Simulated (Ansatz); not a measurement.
CsLiCr2Te2S3:

```
CELL_PARAMETERS angstrom
3.60358 0.00000 0.00000
-1.80179 3.12079 0.00000
0.00000 0.00000 19.06651
ATOMIC_POSITIONS crystal
Cs 0.00000 0.00000 0.37399
Li 0.66667 0.33333 0.01607
Cr 0.00000 0.00000 0.86637
Cr 0.33333 0.66667 0.16833
Te 0.33333 0.66667 0.53891
Te 0.66667 0.33333 0.77276
S 0.00000 0.00000 0.10030
S 0.33333 0.66667 0.92920
S 0.66667 0.33333 0.23408
```

The cell was built by a generator and needn't be a form met in nature.

Base run:

```yaml
Program: Ansatz 0.2.0
Functional: PBE
Potentials_or_basis: Ansatz PAW
Cutoff: "420 eV (not typed: the program's choice for these potentials)"
k_mesh: 9 × 9 × 2
Occupations: fermi-dirac, width 0.05 eV
Spin: collinear spin, ferromagnetic start
Starting_moments: "[0.0, 0.0, 3.0, 3.0, 0.0, 0.0, 0.0, 0.0, 0.0] μB"
```

Its results: band gap on the k mesh none (metal or under the smearing width); pressure 0.0 GPa; net moment 5.64 μB per cell; site moments Cs +0.00; Li -0.01; Cr +2.58, +2.74; Te -0.01, -0.15; S -0.05, -0.06 μB; largest force 0.033 eV/Å.

Task: After a change of settings the same cell gave: band gap on the k mesh none (metal or under the smearing width); pressure -4.9 GPa; net moment 5.63 μB per cell; site moments Cs +0.00; Li -0.00; Cr +2.53, +2.72; Te -0.01, -0.13; S -0.04, -0.05 μB; largest force 0.568 eV/Å. Which change was it?
A. functional from PBE to r2SCAN; cutoff from 420 eV (not typed: the program's choice for these potentials) to 500 eV (not typed: the program's choice for these potentials)
B. functional from PBE to LDA
C. hubbard terms from none to Cr d U = 2 eV; hubbard projectors from none to ortho-atomic (the default)
D. functional from PBE to PBEsol

Result: B.

LDA binds more tightly than PBE, so the same cell stands under less pressure.

Caveats: only a ferromagnetic start was run, and an antiferromagnetic order may lie lower in energy; spin-orbit coupling is left out, which moves the levels of the heavy elements (some runs); the PAW data sets come from PBE, with cores solved anew for the run's functional, which leaves a small shift of forces and pressure (some runs).
